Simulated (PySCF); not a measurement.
# Rb³⁺ (triplet) with other numerical set-ups

Aim: see how much the energy and properties of Rb³⁺ (triplet) depend on the numerical set-up.

The runs use PySCF 2.14.0; method and basis as typed in the scripts.

3 further runs of the same task are left out: 1 for a known fault of the program, 2 that didn't finish.

**1. The atom**

Rb³⁺ (triplet): 1 atom, charge 3, spin multiplicity 3.

**2. The base run**

Contents of input.py:

```python
from pyscf import gto, dft

mol = gto.M(
    atom='Rb 0 0 0',
    basis='jorge-dzp-dkh',
    charge=3,
    spin=2,
    symmetry=True,
    verbose=4,
)
mf = dft.UKS(mol, xc='m062x')
mf = mf.sfx2c1e()
mf.kernel()
mf.analyze()
print('orbital energies (hartree):', [e[max(0, n-3):n+3].round(4) for e, n in zip(mf.mo_energy, mol.nelec)])
```

On the command line:

```console
$ OMP_NUM_THREADS=1 python input.py
```

The log of this run is left out.

In short: E(SCF) = -2978.248055 Eh, 6 cycles, ⟨S²⟩ = 2.000.

The triplet is typed in the script; nothing here shows that it is the ground state.

**3. Sapporo-dkh3-dzp-2012**

Run 1 changes basis set: jorge-dzp-dkh → sapporo-dkh3-dzp-2012.

Contents of input.py:

```python
from pyscf import gto, dft

mol = gto.M(
    atom='Rb 0 0 0',
    basis='sapporo-dkh3-dzp-2012',
    charge=3,
    spin=2,
    symmetry=True,
    verbose=4,
)
mf = dft.UKS(mol, xc='m062x')
mf = mf.sfx2c1e()
mf.kernel()
mf.analyze()
print('orbital energies (hartree):', [e[max(0, n-3):n+3].round(4) for e, n in zip(mf.mo_energy, mol.nelec)])
```

On the command line:

```console
$ OMP_NUM_THREADS=1 python input.py
```

**4. Spin-free X2C off**

Run 2 changes spin-free X2C: on → off.

Edit input.py of step 2 so:

```diff
@@ -11,3 +11,2 @@
 mf = dft.UKS(mol, xc='m062x')
-mf = mf.sfx2c1e()
 mf.kernel()
```

**5. Jorge-dzp (X2C off)**

Run 3 changes basis set: jorge-dzp-dkh → jorge-dzp; spin-free X2C: on → off.

Edit input.py of step 2 so:

```diff
@@ -4,3 +4,3 @@
     atom='Rb 0 0 0',
-    basis='jorge-dzp-dkh',
+    basis='jorge-dzp',
     charge=3,
@@ -11,3 +11,2 @@
 mf = dft.UKS(mol, xc='m062x')
-mf = mf.sfx2c1e()
 mf.kernel()
```

**6. Integration grid 1**

Run 4 changes integration grid: default → 1.

Edit input.py of step 2 so:

```diff
@@ -12,2 +12,3 @@
 mf = mf.sfx2c1e()
+mf.grids.level = 1
 mf.kernel()
```

**7. Cartesian functions on**

Run 5 changes Cartesian functions: off → on.

Edit input.py of step 2 so:

```diff
@@ -8,2 +8,3 @@
     symmetry=True,
+    cart=True,
     verbose=4,
```

Before running it: what results should come out? Wanted: for each run, E(SCF); from base; gap, α spin.

As calculated:

| run | E(SCF) (hartree) | from base (eV) | cycles | gap, α spin (eV) | functions |
| --- | --- | --- | --- | --- | --- |
| base | -2978.248055 | 0 | 6 | 30.74 | 36 |
| sapporo-dkh3-dzp-2012 | -2978.457243 | -5.6923 | 7 | 31.10 | 35 |
| spin-free X2C off (poor choice) | -2924.458757 | not comparable | 6 | 30.27 | 36 |
| jorge-dzp (X2C off) | -2937.248484 | not comparable | 6 | 30.33 | 36 |
| integration grid 1 | -2978.251643 | -0.0977 | 6 | 30.73 | 36 |
| Cartesian functions on | -2978.274667 | -0.7242 | 6 | 30.57 | 38 |

The largest comparable shift of the SCF energy, -5.692 eV, comes with the run “sapporo-dkh3-dzp-2012”. sapporo-dkh3-dzp-2012 (35 functions) gives an energy 5.69 eV lower than jorge-dzp-dkh (36); size alone doesn't order basis sets of different families. Rows marked «poor choice» come from settings spoiled on purpose.
